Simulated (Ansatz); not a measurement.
# LuAg3O3: the cost of one run

Program: Ansatz 0.2.0. Level of theory: DFT PBE, scalar-relativistic, plane waves, PAW, unless a step names another level. These are calculated values, not measurements.

1 further run of the same task is left out (it didn't finish). Runs told in other sessions of the task aren't counted.

### 1 Starting point

Symmetry: Pm, No. 6, monoclinic system. Conventional cell: a = 3.480 Å, b = 4.478 Å, c = 6.915 Å, α = 90.00°, β = 102.09°, γ = 90.00°. Around Lu (site symmetry m) lie 6 O at 2.21 to 2.33 Å. Ag (site symmetry m) is surrounded by 2 O at 2.06 to 2.08 Å. Ag (site symmetry m) has 4 O at 2.26 to 2.52 Å in its first shell of neighbours. Around Ag (site symmetry m) lie 3 O at 2.42 to 2.53 Å. O (site symmetry m) is surrounded by 3 Ag at 2.08 to 2.26 Å and 2 Lu at 2.29 to 2.33 Å. Around O (site symmetry m) lie 3 Ag at 2.06 to 2.53 Å and 2 Lu at 2.21 to 2.22 Å. O (site symmetry m) has 2 Lu at 2.24 Å and 3 Ag at 2.42 to 2.52 Å in its first shell of neighbours.

Structure file:

```
Lu Ag O
1.0
     3.47965    0.00000    0.00755
     0.00000    4.47783    0.00000
    -1.46292    0.00000    6.75893
Lu Ag O
1 3 3
Direct
  0.48653 0.00000 0.51870
  0.95875 0.00000 0.00236
  0.86263 0.50000 0.24944
  0.35356 0.50000 0.84907
  0.88517 0.00000 0.29339
  0.07160 0.00000 0.72141
  0.45976 0.50000 0.51362
```

It came out lowest among 28 distinct ends of the trial cells. At a tolerance of 0.05 Å it has space group Pm (No. 6).

### 2 Relaxing to 0.001 eV/Å, on the response runs' mesh and smearing

input.yaml

```yaml
crystal:
  lattice:
    - [3.4796518566, 0.0, 0.0075471111]
    - [0.0, 4.4778293703, 0.0]
    - [-1.4629233793, 0.0, 6.7589294634]
  atoms:
    - { symbol: Lu, position: [0.4865262366, 0.0, 0.5186994141] }
    - { symbol: Ag, position: [0.9587498208, 0.0, 0.0023621144] }
    - { symbol: Ag, position: [0.8626315258, 0.5, 0.2494431926] }
    - { symbol: Ag, position: [0.3535553424, 0.5, 0.8490717132] }
    - { symbol: O, position: [0.8851701804, 0.0, 0.2933912305] }
    - { symbol: O, position: [0.0716047797, 0.0, 0.7214116283] }
    - { symbol: O, position: [0.4597621443, 0.5, 0.5136207268] }
basis:
  ecutwfc: 420
kpoints:
  mp_grid: { grid: [10, 8, 6] }
hamiltonian:
  xc: pbe
scf:
  occupations: { method: gaussian, width: 0.1 }
output:
  forces: true
  stress: true
  eigenvalues: true
relax:
  adjacent_minimum: "off"
  f_tol: 0.001
  max_steps: 60
  cell: { stress_tol: 0.01 }
```

Command:

```
$ ansatz run input.yaml --threads 3 --pin off --max-ram 7680MiB --backend cpu --events-out ev --progress --plain --runs-dir out
```

Q: Estimate wall time and peak memory on 3 threads of Intel Xeon Platinum 8488C (Sapphire Rapids), shared host.

About 3.9 min, with a peak of 1 GiB.
